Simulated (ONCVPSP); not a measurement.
# H: the cost of one run

Program: ONCVPSP 4.0.1.1 (patched build). Reference atom: PBE, scalar-relativistic, spherical and spin-unpolarised. All values are calculated.

## 1. The atom and the settings

The settings as typed:

* element: hydrogen (H, Z = 1)
* type: optimised norm-conserving Vanderbilt (ONCV)
* frozen core: none
* valence charge: 1
* reference configuration: 1s1
* partial waves: 1s: rc 1.15 bohr, ncon 5, nbas 9, qcut 4.5 1/bohr, 2 projectors, debl 1 Ha
* local potential: polynomial inside 1.15 bohr (lpopt 5, dvloc0 4 Ha)
* core correction: not asked for

An earlier all-electron run gives the scale for the radii.

All-electron outer shells of the reference configuration (PBE, scalar-relativistic, ld1.x):

```csv
shell,level (eV),outermost node (bohr),outermost maximum (bohr)
1s,-6.49,–,1.03
```

## 2. Generation

Input file H.dat:

```
# ATOM AND REFERENCE CONFIGURATION
# atsym  z   nc   nv     iexc    psfile
  H 1.00    0    1        4      upf
#
#   n    l    f
    1    0    1.00
#
# PSEUDOPOTENTIAL AND OPTIMIZATION
# lmax
    0
#
#   l,   rc,      ep,       ncon, nbas, qcut
    0    1.15    0.00    5    9    4.50
#
# LOCAL POTENTIAL
# lloc, lpopt,  rc(5),   dvloc0
    4    5    1.15    4.00
#
# VANDERBILT-KLEINMAN-BYLANDER PROJECTORs
# l, nproj, debl
    0    2    1.00
#
# MODEL CORE CHARGE
# icmod, fcfact, rcfact
    0    0.00    0.00
#
# LOG DERIVATIVE ANALYSIS
# epsh1, epsh2, depsh
   -2.00    5.00    0.02
#
# OUTPUT GRID
# rlmax, drl
    6.00    0.01
#
# TEST CONFIGURATIONS
# ncnf
    1
# nvcnf
#   n    l    f
    1
    1    0    0.50
#
```

Launch:

```console
$ oncvpsp.x < H.dat > H.out
```

**Question.** How long does this run take on 1 thread of Neoverse-N1, shared host?

About 1.4 s.
